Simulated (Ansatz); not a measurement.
This script for Ansatz 0.2.0, Python API starts 4 runs on C₃H₆BF (charge +1), SMILES B[C+](C)[CH]F. What input does the engine get in each?

`c3h6bf.py`:
```python
from dataclasses import dataclass

import ansatz as az
from ase import Atoms


@dataclass(frozen=True)
class RunConfig:
    basis: str = "def2-SVP"
    net_charge: int = 1


cfg = RunConfig()

atoms = Atoms(["B", "C", "C", "C", "F", "H", "H", "H", "H", "H", "H"], positions=[
    (1.6693, -0.2495, 0.1035),
    (0.1236, -0.1411, -0.1221),
    (-0.6497, 0.9811, 0.504),
    (-0.565, -1.1862, -0.9401),
    (-1.4302, -1.9135, -0.1441),
    (2.2329, 0.5582, 0.7564),
    (2.2807, -1.1388, -0.3777),
    (-0.2677, 1.954, 0.1297),
    (-1.7288, 0.9033, 0.2535),
    (-0.5378, 0.9441, 1.6081),
    (-1.1274, -0.7117, -1.7712),
])
c3h6bf = az.Crystal.molecule_from_ase(atoms)

calc = c3h6bf.calculation()
calc = calc.basis(gaussian=cfg.basis)
calc = calc.charge(cfg.net_charge).spin("collinear", total=1)
for name in ["blyp", "r2scan"]:
    for correction in ("d3bj", "d4"):
        summary = calc.functional(name, dispersion=correction).run(threads=1).report
        print(f"{name:8s} {correction:5s} total {summary['free_energy_ev']:.5f} eV, of which dispersion {1000 * summary['dispersion']['energy']['ev']:.2f} meV")
```

Run 1:
```yaml
crystal:
  periodic: [false, false, false]
  atoms:
    - { symbol: B, position_ang: [1.6693, -0.2495, 0.1035] }
    - { symbol: C, position_ang: [0.1236, -0.1411, -0.1221] }
    - { symbol: C, position_ang: [-0.6497, 0.9811, 0.504] }
    - { symbol: C, position_ang: [-0.565, -1.1862, -0.9401] }
    - { symbol: F, position_ang: [-1.4302, -1.9135, -0.1441] }
    - { symbol: H, position_ang: [2.2329, 0.5582, 0.7564] }
    - { symbol: H, position_ang: [2.2807, -1.1388, -0.3777] }
    - { symbol: H, position_ang: [-0.2677, 1.954, 0.1297] }
    - { symbol: H, position_ang: [-1.7288, 0.9033, 0.2535] }
    - { symbol: H, position_ang: [-0.5378, 0.9441, 1.6081] }
    - { symbol: H, position_ang: [-1.1274, -0.7117, -1.7712] }
basis:
  gaussian:
    orbitals: def2-SVP
hamiltonian:
  xc: blyp
  dispersion: d3bj
magnetization:
  spin_polarized: true
  initial_magnetization: 1.0
total_charge: 1.0
```

Run 2, against run 1:
```diff
-  dispersion: d3bj
+  dispersion: d4
```

Run 3, against run 1:
```diff
-  xc: blyp
+  xc: r2scan
```

Run 4, against run 1:
```diff
-  xc: blyp
-  dispersion: d3bj
+  xc: r2scan
+  dispersion: d4
```

```console
$ python c3h6bf.py
blyp     d3bj  total -6582.36368 eV, of which dispersion -412.23 meV
blyp     d4    total -6582.30658 eV, of which dispersion -355.13 meV
DeckWarning: the engine holds no damping parameters fitted to this dispersion correction and functional, so the run takes those fitted to r2scan beside the three-body term, which d3bj leaves out (hamiltonian.dispersion, under Limitations)
r2scan   d3bj  total -6580.37497 eV, of which dispersion -55.16 meV
r2scan   d4    total -6580.35945 eV, of which dispersion -39.64 meV
```
(Warnings from the package without file and line.)

What to keep in mind:
- Total energies depend on the basis set; only differences at equal settings carry meaning.
- The geometry is a force-field or estimated start, not a minimum of this method, and the basis set is short of its limit. D4 holds the three-body term, and d3bj doesn't.
- The species is open-shell (spin multiplicity 2).
- A dispersion term here runs with damping parameters fitted for another variant or functional.
- Hardware and time: 48 s on 1 thread of Arm Neoverse V2, with other jobs on the host, peak memory 0.33 GiB.
